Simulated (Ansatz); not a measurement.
What does this script print? It uses the Ansatz DFT code, driven from Python.

The script, `naeunbsbo6.py`:
```python
# -*- coding: utf-8 -*-
"""Orbits, cells and special points of NaEuNbSbO6."""

import ansatz as az
import numpy as np

xtal = (
    az.Lattice.fcc(8.250375)
    .space_group(216)
    .atom("Na", [0.25, 0.25, 0.75])
    .atom("Eu", [0.25, 0.25, 0.25])
    .atom("Nb", [0.0, 0.0, 0.0])
    .atom("Sb", [0.5, 0.0, 0.0])
    .atom("O", [0.243304, 0.0, 0.0])
    .primitive()
    .moments(Eu=4.9)
)

read = xtal.crystallographic_orbits()
print("group", read["space_group"], read["hermann_mauguin"], "conventional content", read["formula"])
print("orbits:", [orbit["symbol"] + " " + str(orbit["wyckoff"]) for orbit in read["orbits"]])
for pair in read["least_distances"]:
    print(f"  shortest {pair['first']}-{pair['second']}: {pair['distance_ang']:.3f} A")
print("atoms in the primitive and conventional cells:", len(xtal.primitive().resolved().sites), len(xtal.conventional().resolved().sites))
built = xtal.resolved()
vectors = np.array(built.lattice.vectors)
print("cell vectors (A)")
print(vectors.round(4) + 0.0)
for index, site in enumerate(built.sites):
    print(index, site.symbol, np.round(site.position, 4) + 0.0)
try:
    print({label: tuple(round(v, 4) for v in k) for label, k in az.high_symmetry_points(vectors.tolist()).items()})
except Exception as error:
    print("no labels:", error)
```

Output of `python naeunbsbo6.py`:
```text
group 216 F-43m conventional content Na4Eu4Nb4Sb4O24
orbits: ['Na 4d', 'Eu 4c', 'Nb 4a', 'Sb 4b', 'O 24f']
  shortest Na-Na: 5.834 A
  shortest Na-Eu: 4.125 A
  shortest Na-Nb: 3.573 A
  shortest Na-Sb: 3.573 A
  shortest Na-O: 2.917 A
  shortest Eu-Eu: 5.834 A
  shortest Eu-Nb: 3.573 A
  shortest Eu-Sb: 3.573 A
  shortest Eu-O: 2.917 A
  shortest Nb-Nb: 5.834 A
  shortest Nb-Sb: 4.125 A
  shortest Nb-O: 2.007 A
  shortest Sb-Sb: 5.834 A
  shortest Sb-O: 2.118 A
  shortest O-O: 2.839 A
atoms in the primitive and conventional cells: 10 40
cell vectors (A)
[[0.     4.1252 4.1252]
 [4.1252 0.     4.1252]
 [4.1252 4.1252 0.    ]]
0 Na [0.75 0.75 0.75]
1 Eu [0.25 0.25 0.25]
2 Nb [0. 0. 0.]
3 Sb [0.5 0.5 0.5]
4 O [0.7567 0.2433 0.2433]
5 O [0.2433 0.2433 0.7567]
6 O [0.7567 0.7567 0.2433]
7 O [0.2433 0.7567 0.2433]
8 O [0.7567 0.2433 0.7567]
9 O [0.2433 0.7567 0.7567]
{'K': (0.375, 0.375, 0.75), 'L': (0.5, 0.5, 0.5), 'U': (0.625, 0.25, 0.625), 'W': (0.5, 0.25, 0.75), 'X': (0.5, 0.0, 0.5), 'Γ': (0.0, 0.0, 0.0)}
```

The structure comes from a database and needn't be a stable phase.
